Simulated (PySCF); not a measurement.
# C4H7Ga: the cost of one run

The runs use PySCF 2.14.0, with density-fitted response routines of our own; the level of theory stands in each step. All values are computed, except where a source is named. Atoms count from 0, in the outputs and in this text.

**1. Starting geometry**

12 atoms, charge 0, multiplicity 1; geometry from: GFN2-xTB. The atoms were then displaced at random by about 0.01 Å, so the start is not that level's minimum.

Bonds of the start (Å): C0–C1 1.48, C1–C2 1.47, C2–C3 1.35, C3–Ga4 1.94, C3–C1 1.57, C0–H5 1.10, C0–H6 1.10, C0–H7 1.09, C1–H8 1.07, C2–H9 1.08, Ga4–H10 1.55, Ga4–H11 1.59.

**2. Relaxing the molecule at PBE0-D3(BJ)/def2-SVP**

The job: settings as JSON, then the geometry in Å.

```
{"job": {"xc": "PBE0", "basis": "def2-SVP", "d3": "d3bj", "grid": 1, "shake": 0.01, "kind": "geom"}, "charge": 0, "multiplicity": 1}
C     -1.491000     0.761690    -0.504890
C     -0.864820    -0.518930    -0.100180
C     -0.339600    -0.687180     1.265390
C      0.639030    -0.517980     0.347600
Ga     2.474520    -0.178780    -0.164910
H     -1.008920     1.632370    -0.036550
H     -1.447100     0.912950    -1.589230
H     -2.545680     0.809570    -0.221180
H     -1.258930    -1.379940    -0.594710
H     -0.593820    -0.847250     2.300960
H      2.953970    -0.354480    -1.628760
H      3.522040     0.339680     0.917430
```

Command:

```bash
> OMP_NUM_THREADS=1 python probes_run.py task.json out
```

This one command runs all jobs of the session in turn.

Q: Estimate the wall time and peak memory of this first job on 1 thread of Arm Neoverse V2, shared host.

About 2 min, with a peak of 0.53 GiB.
